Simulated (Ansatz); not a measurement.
# CH₄BClO: up Jacob's ladder to CCSD(T)

The task here is to estimate one member of a computed series from the others.

Computed with Ansatz 0.2.0, Gaussian basis. Level: functionals in def2-TZVPP, the program's frozen cores in correlated methods.

Levels to be run: LDA (SPW92), PBE-D4, revPBE-D4, BLYP-D4, r2SCAN-D4, B97M-V, PBE0-D4, B3LYP-D4, r2SCANh-D4, r2SCAN0-D4, HSE06-D4, BHLYP-D4, CAM-B3LYP-D4, LC-ωPBE, ωB97X-V, ωB97M-V, B2PLYP, PBE-QIDH; CCSD(T)/def2-SVP; CCSD(T)/def2-TZVPP; MP2/def2-QZVPP; extrapolation to the limit; RPA on PBE.

## The relaxed structure

The geometry comes from an earlier relaxation with PBE0-D4 in a triple-zeta def2 set; it is a stationary point, not always the lowest conformer.

8 atoms, charge 0, spin multiplicity 1.

Atoms are counted from 1 here; the program's logs count them from 0.

Bond lengths: C1–O2 1.416 Å, C1–H5 1.091 Å, C1–H6 1.093 Å, C1–H7 1.091 Å, O2–B3 1.334 Å, B3–Cl4 1.755 Å, B3–H8 1.196 Å. Angles: O2–C1–H5 108.7°, O2–C1–H6 111.5°, O2–C1–H7 108.6°, H5–C1–H6 109.5°, H5–C1–H7 109.0°, H6–C1–H7 109.5°, C1–O2–B3 121.8°, O2–B3–Cl4 118.3°, O2–B3–H8 122.7°, Cl4–B3–H8 119.0°.

Coordinates:

```mol
CH4BClO
  3D, bonds by distance, orders not assigned

  8  7  0  0  0  0  0  0  0  0999 V2000
    0.1836    1.1047   -0.0778 C   0  0
    0.2019   -0.1932   -0.6434 O   0  0
   -0.1761   -1.2673    0.0514 B   0  0
   -0.1166   -2.8330   -0.7401 Cl  0  0
   -0.4759    1.7363   -0.6749 H   0  0
   -0.1674    1.0849    0.9570 H   0  0
    1.1941    1.5146   -0.1126 H   0  0
   -0.5514   -1.2042    1.1847 H   0  0
  1  2  8  0
  2  3  8  0
  3  4  8  0
  1  5  8  0
  1  6  8  0
  1  7  8  0
  3  8  8  0
M  END
```

Set-up of the first run:

Input file in.yaml:

```yaml
crystal:
  periodic: [false, false, false]
  atoms:
    - {symbol: C, position_ang: [0.183625, 1.104687, -0.077809]}
    - {symbol: O, position_ang: [0.201869, -0.193191, -0.643441]}
    - {symbol: B, position_ang: [-0.176137, -1.267304, 0.051405]}
    - {symbol: Cl, position_ang: [-0.116634, -2.833021, -0.740092]}
    - {symbol: H, position_ang: [-0.475877, 1.736298, -0.674871]}
    - {symbol: H, position_ang: [-0.167384, 1.084943, 0.957005]}
    - {symbol: H, position_ang: [1.194126, 1.514579, -0.112640]}
    - {symbol: H, position_ang: [-0.551387, -1.204191, 1.184743]}
basis:
  gaussian: {orbitals: def2-TZVPP}
hamiltonian: {xc: lda}
output: {orbitals: {seedname: orbitals}}
```

Steps of the session up to this table: LDA; PBE-D4 (GGA); revPBE-D4 (GGA); BLYP-D4 (GGA); r2SCAN-D4 (meta-GGA); B97M-V (meta-GGA); PBE0-D4 (hybrid); B3LYP-D4 (hybrid); r2SCANh-D4 (hybrid); r2SCAN0-D4 (hybrid); HSE06-D4 (hybrid); BHLYP-D4 (hybrid); CAM-B3LYP-D4 (range-separated); LC-ωPBE-D4 (range-separated; the results give it without D4); ωB97X-V (range-separated); ωB97M-V (range-separated); B2PLYP (double hybrid); PBE-QIDH (double hybrid).

One table of the session follows, with a row left open; its other results are not shown here.

It belongs to the step «Frontier levels by functional». 

```
  functional  HOMO (eV)  gap (eV)
 LDA (SPW92)      -7.46      5.91
      PBE-D4      -7.34      6.07
   revPBE-D4      -7.29      6.12
     BLYP-D4      -7.20      6.07
   r2SCAN-D4      -7.69      6.75
      B97M-V      -7.80      6.85
     PBE0-D4      -8.78      8.48
    B3LYP-D4      -8.51      7.99
  r2SCANh-D4          ?         ?
  r2SCAN0-D4      -9.00      8.92
    HSE06-D4      -8.37      7.69
    BHLYP-D4     -10.08     10.81
CAM-B3LYP-D4     -10.18     10.98
     LC-ωPBE     -11.61     13.62
     ωB97X-V     -11.24     13.15
     ωB97M-V     -11.08     12.73
```

Q: Estimate the row for r2SCANh-D4 from the others.

Worked estimate for «HOMO (eV)». Against the share of exact exchange, r2SCAN-D4 (0, -7.69), r2SCAN0-D4 (0.25, -9.00) give a slope of -5.24 per unit share; at 0.1 the line stands at -8.21.

**Answer.** HOMO (eV): -8.21; gap (eV): 7.62. In «HOMO (eV)» the line misses by 0.00.
